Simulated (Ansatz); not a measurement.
# Zn: the cost of one run

Computed with Ansatz 0.2.0 (DFT PBE, scalar-relativistic, plane waves, PAW, unless a step's input says otherwise).

### 1 The system as given

Symmetry: P6_3/mmc, No. 194, hexagonal system. Conventional cell: a = 2.665 Å, b = 2.665 Å, c = 4.947 Å, α = 90.00°, β = 90.00°, γ = 120.00°. Zn (site symmetry -6m2) is surrounded by 12 Zn at 2.66 to 2.91 Å.

Structure file:

```xyz
2
Lattice="2.6648 0.0000 0.0000 -1.3324 2.3078 0.0000 0.0000 0.0000 4.9467" Properties=species:S:1:pos:R:3 pbc="T T T"
Zn    0.0000    1.5385    1.2367
Zn    1.3324    0.7693    3.7100
```

The cell is taken as given, not relaxed at this level.

### 2 The undisturbed cell

input.yaml

```yaml
crystal:
  lattice:
    - [2.6647980532, 0.0, 0.0]
    - [-1.3323990266, 2.30778281, 0.0]
    - [0.0, 0.0, 4.9467]
  atoms:
    - { symbol: Zn, position: [0.3333333333, 0.6666666667, 0.25] }
    - { symbol: Zn, position: [0.6666666667, 0.3333333333, 0.75] }
basis:
  ecutwfc: 420
kpoints:
  mp_grid: { grid: [21, 21, 10] }
hamiltonian:
  xc: pbe
scf:
  occupations: { method: gaussian, width: 0.15 }
output:
  forces: true
  stress: true
  eigenvalues: true
```

On the command line:

```sh
$ ansatz run input.yaml --threads 1 --pin off --max-ram 1228MiB --backend cpu --events-out ev --progress --plain --runs-dir out
```

Q: Estimate wall time and peak memory on 1 thread of an Arm CPU, shared host.

About 6.4 s, with a peak of 0.38 GiB.
